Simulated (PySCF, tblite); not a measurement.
# C₅H₁₄BNSi: geometry, infrared bands and NMR shifts

Aim: predict the infrared bands and NMR shifts of C₅H₁₄BNSi (`[BH3-][N@+]1([SiH3])CCC(=C)C1`).

Computed with tblite 0.8.0 and PySCF 2.14.0, with density-fitted response routines of our own, on a single molecule in the gas phase. Atoms are numbered from 0 throughout.

### 1 The molecule as given

22 atoms, charge 0, multiplicity 1; geometry from: force field or distance geometry start.

Bonds of the start (Å): B0–N1 1.54, N1–Si2 1.82, N1–C3 1.49, C3–C4 1.53, C4–C5 1.49, C5–C6 1.34, C5–C7 1.48, C7–N1 1.48, B0–H8 1.19, B0–H9 1.21, B0–H10 1.20, Si2–H11 1.46, Si2–H12 1.49, Si2–H13 1.48, C3–H14 1.12, C3–H15 1.12, C4–H16 1.11, C4–H17 1.12, C6–H18 1.08, C6–H19 1.09, C7–H20 1.11, C7–H21 1.12.

### 2 Geometry optimisation with GFN2-xTB

What the job is given:

```
{"job": {"kind": "relax", "xc": "GFN2-xTB", "basis": "xTB"}, "charge": 0, "multiplicity": 1}
B     -1.666200     1.517300     0.039900
N     -0.726200     0.295100    -0.036100
Si    -1.629000    -1.082600    -0.799100
C     -0.254900    -0.111800     1.314800
C      1.133100    -0.738800     1.173900
C      1.587600    -0.175700    -0.126200
C      2.826500    -0.324800    -0.618800
C      0.514900     0.591200    -0.794300
H     -1.117800     2.447900     0.545400
H     -2.645300     1.265700     0.699700
H     -2.021400     1.842900    -1.057500
H     -0.775000    -2.266200    -0.897500
H     -2.825600    -1.410100     0.017300
H     -2.064600    -0.689300    -2.156500
H     -0.953300    -0.817900     1.832200
H     -0.151500     0.764800     2.010000
H      1.806700    -0.432700     2.003300
H      1.069600    -1.849900     1.096600
H      3.097000     0.117700    -1.562300
H      3.575800    -0.895000    -0.061000
H      0.781200     1.672400    -0.754700
H      0.427800     0.299300    -1.870100
```

Run with:

```
> OMP_NUM_THREADS=1 python probes_run.py task.json out
```

The driver reads the jobs from task.json and runs them one after another.

**Question.** This job is followed by: GFN2-xTB harmonic vibrations, gas phase; GIAO PBE0/pcSseg-1 NMR shielding, non-relativistic, gas phase. What will the session give for the following? strongest single infrared mode (GFN2-xTB); zero-point energy (GFN2-xTB); 13C shifts against TMS (PBE0/pcSseg-1); 1H shifts against TMS (PBE0/pcSseg-1, means over atoms taken as alike); 11B shifts against BF3·OEt2 (PBE0/pcSseg-1); 15N shifts against NH3 (PBE0/pcSseg-1); 29Si shifts against TMS (PBE0/pcSseg-1); surface potential, 1st and 99th percentile.

**Answer**, as computed:

```
                                                              quantity                                                           value
                             strongest single infrared mode (GFN2-xTB)                                           2415 cm⁻¹, 371 km/mol
                                          zero-point energy (GFN2-xTB)                                                  111.4 kcal/mol
                                13C shifts against TMS (PBE0/pcSseg-1)                              155.3, 114.7, 66.0, 60.4, 35.1 ppm
1H shifts against TMS (PBE0/pcSseg-1, means over atoms taken as alike)  5.50, 5.44, 4.46, 3.78, 3.50, 3.24, 3.19, 2.69, 2.67, 2.12 ppm
                           11B shifts against BF3·OEt2 (PBE0/pcSseg-1)                                                       -16.9 ppm
                                15N shifts against NH3 (PBE0/pcSseg-1)                                                        54.7 ppm
                               29Si shifts against TMS (PBE0/pcSseg-1)                                                       -28.5 ppm
                                 surface potential, 1st and 99th percentile                                              -1.58 V and 1.54 V
```

**Reading.** Over 85 steps the energy fell by 0.379 eV; of the close pairs, B0–N1 changed most, 1.544 to 1.649 Å. All 60 modes are real, so the xTB geometry is a minimum. The strongest single mode, at 2415 cm⁻¹, moves mainly H9 and H10. GFN2-xTB is a fitted tight-binding method: band positions and strengths are rough. Its intensities can rank the bands wrongly. C5 (fully substituted alkene carbon) lies farthest downfield among carbon, at 155.3 ppm; the olefinic region. At PBE0/pcSseg-1, counted by nearest atom on the grid, the HOMO lies on C6 32 %; C5 26 %, the LUMO on C5 31 %; C6 24 %.
